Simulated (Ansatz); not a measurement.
# GaH3 (triplet): the correlation ladder at a displaced geometry (v2), cc-pVTZ

An exercise on one series of results from a longer session: the logs are not shown, and one member is left open.

Computed with Ansatz 0.2.0, Gaussian basis. Level: cc-pVTZ, core rule «outside noble gas», up to 14 orbitals frozen.

To be run: UHF; CCSD(T) on ROHF; CCSD(T) on UHF; BCCD(T) on ROHF; CCSDT(Q) on ROHF; CCSDT(Q) on UHF.

23 further runs of the same task are left out: 8 for a known fault of the program, 6 that didn't finish, 9 set aside as unsound or not needed. Runs told in other sessions of the task aren't counted.

## The system

The geometry is a PBE0/def2-TZVP stationary point (not a proven minimum) with its atoms shifted at random (size 0.100 Å). No spin-orbit coupling is included. The filled d shell of Ga may be among the frozen orbitals whatever the setting's name suggests.

4 atoms, charge 0, spin multiplicity 3.

Atoms are counted from 1 here; the program's logs count them from 0.

Bond lengths: Ga1–H2 1.582 Å, Ga1–H3 1.946 Å, H3–H4 0.730 Å. Angles: H2–Ga1–H3 100.6°, Ga1–H3–H4 82.7°.

Set-up of the first run:

Contents of in.yaml:

```yaml
crystal:
  periodic: [false, false, false]
  atoms:
    - {symbol: Ga, position_ang: [0.003578, 0.029042, -0.046203]}
    - {symbol: H, position_ang: [-0.161296, -1.467909, -0.530387]}
    - {symbol: H, position_ang: [0.320743, -0.242892, 1.854087]}
    - {symbol: H, position_ang: [-0.406985, -0.298161, 1.872301]}
basis:
  gaussian: {orbitals: cc-pVTZ}
magnetization: {spin_polarized: true, initial_magnetization: 2}
hamiltonian: {xc: hf}
output: {orbitals: {seedname: orbitals}}
```

Launch:

```
$ ansatz run in.yaml --threads 1 --pin off --events-out ev --progress --plain --max-ram 2393MiB
```

Steps of the session up to this table: UHF; CCSD(T) on ROHF; CCSD(T) on UHF; BCCD(T) on ROHF; CCSDT(Q) on ROHF; CCSDT(Q) on UHF.

One table of the session follows, with a row left open; its other results are not shown here.

```
   method  from UCCSDT(Q) (meV)
     ROHF                     ?
      UHF               +2784.6
     RMP2                +649.8
     UMP2                +623.3
    RCCSD                 +90.2
    UCCSD                 +71.1
 RCCSD(T)                 +34.2
 UCCSD(T)                 +16.5
  BCCD(T)                 +33.7
   RCCSDT                 +18.6
   UCCSDT                  +1.1
RCCSDT(Q)                 +17.5
UCCSDT(Q)                     0
```

Estimate the missing values for ROHF.

The run gave: from UCCSDT(Q) (meV): +2844.1. In the column «from UCCSDT(Q) (meV)» it is the highest.

To keep in mind: Restricted and unrestricted rows rest on different reference determinants; a gap between their highest levels can come from leftover correlation error, from unlike frozen cores or from another state.
